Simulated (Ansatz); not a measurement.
**SiHBr (triplet): wave-function methods side by side at distance Br1–H2 along a hydrogen transfer = 1.482 Å, cc-pVTZ**

Aim: climb from Hartree-Fock through coupled cluster and multireference methods for SiHBr (triplet) at one geometry and basis, and see what each rung misses.

Method: cc-pVTZ, core rule «outside noble gas», up to 19 orbitals frozen; program: Ansatz 0.2.0, Gaussian basis.

To be run: UHF; CCSD(T) on ROHF; CCSD(T) on UHF; BCCD(T) on ROHF; CCSDT(Q) on ROHF; CCSDT(Q) on UHF; CASSCF and MRCISD+Q, 4 electrons in 4 orbitals; CASSCF and NEVPT2, 4 electrons in 4 orbitals; CASSCF and MRCISD+Q, 12 electrons in 9 orbitals; CASSCF and NEVPT2, 12 electrons in 9 orbitals.

## (1) The geometry

The geometry derives from fragments relaxed apart (PBE0/def2-TZVP) and kept rigid, so it is no stationary point. A hydrogen atom is moved between rigid fragments. No spin-orbit coupling is included. The filled d shell of Br may be among the frozen orbitals whatever the setting's name suggests; the logs give the count.

3 atoms, charge 0, spin multiplicity 3.

Atoms are counted from 1 here; the program's logs count them from 0.

Bond lengths: Br1–H2 1.482 Å.

## (2) UHF

The input, in.yaml:

```yaml
crystal:
  periodic: [false, false, false]
  atoms:
    - {symbol: Br, position_ang: [0.000000, 0.000000, -1.589667]}
    - {symbol: H, position_ang: [0.000000, 0.000000, -0.107667]}
    - {symbol: Si, position_ang: [0.000000, 0.000000, 1.697333]}
basis:
  gaussian: {orbitals: cc-pVTZ}
magnetization: {spin_polarized: true, initial_magnetization: 2}
hamiltonian: {xc: hf}
output: {orbitals: {seedname: orbitals}}
```

Launch:

```sh
> ansatz run in.yaml --threads 1 --pin off --events-out ev --progress --plain --max-ram 4096MiB --backend cpu
```

The runs that follow: CCSD(T) on ROHF; CCSD(T) on UHF; BCCD(T) on ROHF; CCSDT(Q) on ROHF; CCSDT(Q) on UHF; CASSCF and MRCISD+Q, 4 electrons in 4 orbitals; CASSCF and NEVPT2, 4 electrons in 4 orbitals; CASSCF and MRCISD+Q, 12 electrons in 9 orbitals; CASSCF and NEVPT2, 12 electrons in 9 orbitals.

Q: Predict the results of all the runs planned. Wanted: UCCSDT(Q) below the RHF energy; RMP2 from UCCSDT(Q); UMP2 from UCCSDT(Q); RCCSD from UCCSDT(Q); RCCSD(T) from UCCSDT(Q); UCCSD(T) from UCCSDT(Q); RCCSDT(Q) from UCCSDT(Q); NEVPT2 pair from UCCSDT(Q); MRCISD+Q pair from UCCSDT(Q).

As calculated:

| quantity | value |
| --- | --- |
| UCCSDT(Q) below the RHF energy | -8.0978 eV |
| RMP2 from UCCSDT(Q) | +28.92 kcal/mol |
| UMP2 from UCCSDT(Q) | +29.54 kcal/mol |
| RCCSD from UCCSDT(Q) | +8.29 kcal/mol |
| RCCSD(T) from UCCSDT(Q) | +1.14 kcal/mol |
| UCCSD(T) from UCCSDT(Q) | +1.14 kcal/mol |
| RCCSDT(Q) from UCCSDT(Q) | +0.05 kcal/mol |
| NEVPT2 pair from UCCSDT(Q) | +29.64 kcal/mol |
| MRCISD+Q pair from UCCSDT(Q) | +3.72 kcal/mol |
| NEVPT2 valence from UCCSDT(Q) | +38.65 kcal/mol |
| levels within 1 kcal/mol (43 meV) | RCCSDT, UCCSDT, RCCSDT(Q) |
| T1 diagnostic | 0.019 |
| effectively unpaired electrons | 2.02 |

What this shows: RCCSD(T) lands +1.14 kcal/mol from the yardstick (0.6 % of the correlation energy). One determinant dominates. Of the multireference levels listed MRCISD+Q valence comes nearest in total energy (+3.53 kcal/mol), which doesn't show that its space is the better one. These misses are within one basis, not against nature; the frozen cores of restricted and unrestricted runs differ, which can shift their rows.
